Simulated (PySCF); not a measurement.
**How the numerical set-up moves the result for SeBr**

The method stays; parts of the set-up, such as the basis or the Hamiltonian, are changed.

Computed with PySCF 2.14.0. Level: method and basis as typed in the scripts.

2 further runs of the same task are left out: 2 that didn't finish.

## Step 1: Where the work starts

SeBr: 2 atoms, charge 0, spin multiplicity 2.

Bond lengths: Se1–Br2 2.341 Å.

## Step 2: Base script

Contents of input.py:

```python
from pyscf import gto, scf, mcscf

mol = gto.M(
    atom='Se 0 0 0; Br 0 0 2.341',
    basis='sbkjc',
    ecp={'Se': 'sbkjc', 'Br': 'sbkjc'},
    charge=0,
    spin=1,
    verbose=3,
)
mf = scf.ROHF(mol)
mf.kernel()
mc = mcscf.CASSCF(mf, 6, 7)
mc.kernel()
mc.analyze()
mf.dip_moment()
print('orbital energies (hartree):', mf.mo_energy[..., max(0, mol.nelec[1]-3):mol.nelec[0]+3].round(4))
```

Run with:

```console
$ python input.py
```

Its log is not repeated here.

In short: E(SCF) = -22.259529 Eh, E(CAS) − E(SCF) = -0.03511 Eh, μ = 1.49 D (of the SCF density).

The bond length is a typed value, not an optimised one.

## Step 3: Lanl2dz

Run 1 changes basis set: sbkjc → lanl2dz. The core potential changes with it: totals don't compare.

Contents of input.py:

```python
from pyscf import gto, scf, mcscf

mol = gto.M(
    atom='Se 0 0 0; Br 0 0 2.341',
    basis='lanl2dz',
    ecp={'Se': 'lanl2dz', 'Br': 'lanl2dz'},
    charge=0,
    spin=1,
    verbose=3,
)
mf = scf.ROHF(mol)
mf.kernel()
mc = mcscf.CASSCF(mf, 6, 7)
mc.kernel()
mc.analyze()
mf.dip_moment()
print('orbital energies (hartree):', mf.mo_energy[..., max(0, mol.nelec[1]-3):mol.nelec[0]+3].round(4))
```

Run with:

```console
$ python input.py
```

## Step 4: Cartesian functions on

Run 2 changes Cartesian functions: off → on.

Changes to input.py since step 2:

```diff
@@ -8,2 +8,3 @@
     spin=1,
+    cart=True,
     verbose=3,
```

## Step 5: Density fitting weigend

Run 3 changes density fitting: none → weigend.

Changes to input.py since step 2:

```diff
@@ -11,2 +11,3 @@
 mf = scf.ROHF(mol)
+mf = mf.density_fit(auxbasis='weigend')
 mf.kernel()
```

What does the calculation give? Wanted: for each run, E(SCF); from base; SCF dipole; after the SCF.

**Answer**, as computed:

| run | E(SCF) (hartree) | from base (eV) | SCF dipole (D) | functions | after the SCF |
| --- | --- | --- | --- | --- | --- |
| base | -22.259529 | 0 | 1.49 | 16 | CASSCF correlation -0.955 eV |
| lanl2dz | -21.923161 | not comparable | 1.39 | 16 | CASSCF correlation -0.929 eV |
| Cartesian functions on | -22.259529 | 0.0000 | 1.49 | n/a | CASSCF correlation -0.955 eV |
| density fitting weigend | -22.257555 | +0.0537 | 1.50 | 16 | CASSCF correlation -0.890 eV |

**Reading.** With Cartesian functions on the SCF ends at the base energy.
